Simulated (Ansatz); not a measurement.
This script makes an equation of state with a fit of Ti, space group P6/mmm with Ansatz's Python interface.

`eos.py`:
```python
"""Energy against volume for Ti, with a fit."""

import ansatz as az
import numpy as np

VECTORS = np.array([
    [4.6, 0.0, 0.0],
    [-2.3, 3.983717, 0.0],
    [0.0, 0.0, 2.82],
])
SITES = [
    ("Ti", [0.0, 0.0, 0.0]),
    ("Ti", [1 / 3, 2 / 3, 0.5]),
    ("Ti", [2 / 3, 1 / 3, 0.5]),
]


def make_crystal(cell):
    crystal = az.Crystal(lattice=az.Lattice.of(cell))
    for symbol, position in SITES:
        crystal = crystal.atom(symbol, position)
    return crystal

# scale the volume, keep shape and fractions
volumes, energies = [], []
for scale in np.linspace(0.94, 1.06, 7):
    cell = VECTORS * scale ** (1 / 3)
    model = make_crystal(cell).calculation()
    model = model.occupations("gaussian", width=0.15).basis(470)
    model = model.functional(az.Functional.PBESOL)
    model = model.kpoints(7, 7, 10)
    rep = model.run(threads=1).report
    volumes.append(abs(np.linalg.det(cell)) / len(SITES))
    energies.append(rep["free_energy_ev"] / len(SITES))
    print(f"V = {volumes[-1]:8.4f} A^3/atom  F = {energies[-1]:.5f} eV/atom")

# third-order Birch-Murnaghan: a cubic in V^(-2/3)
x = np.array(volumes) ** (-2 / 3)
poly = np.polynomial.Polynomial.fit(x, energies, 3).convert()
roots = poly.deriv().roots()
x0 = min((r.real for r in roots if abs(r.imag) < 1e-9 and poly.deriv(2)(r.real) > 0), key=lambda r: abs(r - x.mean()))
v0 = x0 ** -1.5
b0 = 4 / 9 * poly.deriv(2)(x0) * v0 ** (-7 / 3) * 160.21766
b1 = 4 + 2 / 3 * x0 * poly.deriv(3)(x0) / poly.deriv(2)(x0)
print(f"V0 = {v0:.4f} A^3/atom, B0 = {b0:.1f} GPa, dB/dP = {b1:.2f}")
```

From its runs, with one value withheld:

| V (Å³/atom) | F less the lowest row shown (meV/atom) |
| --- | --- |
| 16.192 | 1.72 |
| 16.537 | 0.00 |
| 16.881 | 3.59 |
| 17.226 | 12.00 |
| 17.570 | 24.79 |
| 17.915 | ? |
| 18.259 | 61.96 |

What is the missing energy at 17.915 Å³ an atom?

A third-order Birch-Murnaghan fit, E = E0 + (9 V0 B0 / 16) [(t - 1)³ B' + (t - 1)² (6 - 4t)] with t = (V0/V)^(2/3), through the 6 rows shown gives V0 = 16.471 Å³, B0 = 120.2 GPa, B' = 3.62 and E0 = -0.10 meV. At V = 17.915 Å³, t = 0.94554, and the fit interpolates to 41.57 meV. The run gave 41.57 meV, a miss of 0.00 meV.

What to keep in mind:
- Shape and fractional positions are held along the curve, so the bulk modulus is an upper value where they are free to relax.
- The mesh is modest for a metal, so energies can be off by several to tens of meV an atom and pressures by half a GPa or more; differences at equal mesh fare better.
- This isn't the structure that Ti takes at ambient conditions.
- It ran for 17 s on 1 thread of Intel(R) Xeon(R) Processor @ 2.30GHz, on a shared host, peak memory 0.52 GiB.
